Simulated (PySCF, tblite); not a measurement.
# GeH₉NOSi₂: geometry, infrared bands and NMR shifts

Aim: predict the infrared bands and NMR shifts of GeH₉NOSi₂ (`[SiH3]O[SiH2][NH][GeH3]`).

Computed with tblite 0.8.0 and PySCF 2.14.0, with density-fitted response routines of our own, on a single molecule in the gas phase. Atoms count from 0, in the outputs and in this text.

## (1) The molecule as given

14 atoms, charge 0, multiplicity 1; geometry from: force field or distance geometry start.

Bonds of the start (Å): Si0–O1 1.69, O1–Si2 1.74, Si2–N3 1.74, N3–Ge4 1.81, Si0–H5 1.49, Si0–H6 1.48, Si0–H7 1.47, Si2–H8 1.47, Si2–H9 1.46, N3–H10 1.03, Ge4–H11 1.56, Ge4–H12 1.56, Ge4–H13 1.54.

## (2) Geometry optimisation with GFN2-xTB

Job settings and geometry (Å):

```
{"job": {"kind": "relax", "xc": "GFN2-xTB", "basis": "xTB"}, "charge": 0, "multiplicity": 1}
Si    -2.441900     0.892200    -0.093900
O     -0.793700     1.094400     0.234100
Si    -0.234500    -0.290400     1.136600
N      0.981100    -1.062800     0.168100
Ge     2.554800    -0.195800    -0.063900
H     -3.182900     0.438400     1.118200
H     -2.648400    -0.183200    -1.089200
H     -3.068800     2.158600    -0.488500
H     -1.423800    -1.145300     1.296200
H      0.153100     0.132100     2.476400
H      0.966600    -2.090200     0.105000
H      3.588400    -1.158200    -0.724300
H      2.386800     1.011900    -1.039200
H      3.162500     0.397700     1.222300
```

Launch:

```
OMP_NUM_THREADS=1 python probes_run.py task.json out
```

The driver reads the jobs from task.json and runs them one after another.

**Question.** This job is followed by: GFN2-xTB harmonic vibrations, gas phase; GIAO PBE0/pcSseg-1 NMR shielding, non-relativistic, gas phase. Predict these results of the whole session: strongest single infrared mode (GFN2-xTB); zero-point energy (GFN2-xTB); ¹H shifts against TMS (PBE0/pcSseg-1, means over atoms taken as alike); ²⁹Si shifts against TMS (PBE0/pcSseg-1); ¹⁷O shifts against H2O (PBE0/pcSseg-1); ¹⁵N shifts against NH3 (PBE0/pcSseg-1); ⁷³Ge shifts against GeMe4 (PBE0/pcSseg-1).

**Answer**, as computed:

```
                                                              quantity                       value
                             strongest single infrared mode (GFN2-xTB)       1081 cm⁻¹, 541 km/mol
                                          zero-point energy (GFN2-xTB)               51.5 kcal/mol
¹H shifts against TMS (PBE0/pcSseg-1, means over atoms taken as alike)  5.20, 4.90, 4.59, 0.54 ppm
                               ²⁹Si shifts against TMS (PBE0/pcSseg-1)            -36.0, -44.0 ppm
                                ¹⁷O shifts against H2O (PBE0/pcSseg-1)                    46.7 ppm
                                ¹⁵N shifts against NH3 (PBE0/pcSseg-1)                    20.6 ppm
                             ⁷³Ge shifts against GeMe4 (PBE0/pcSseg-1)                    -148 ppm
```

**Reading.** Over 179 steps the energy fell by 0.950 eV; of the close pairs, O1–Si2 changed most, 1.745 to 1.621 Å. No mode is imaginary among the 36: a minimum at this level. The strongest single mode, at 1081 cm⁻¹, moves mainly O1. Unscaled tight-binding wavenumbers are off by several per cent, some by more. Its intensities can rank the bands wrongly. At PBE0/pcSseg-1: Shielding is most anisotropic at Ge4 (span 309 ppm, paramagnetic term -1278 ppm). Spin-orbit coupling is left out, which matters for shieldings and couplings at and beside the heavy atoms.
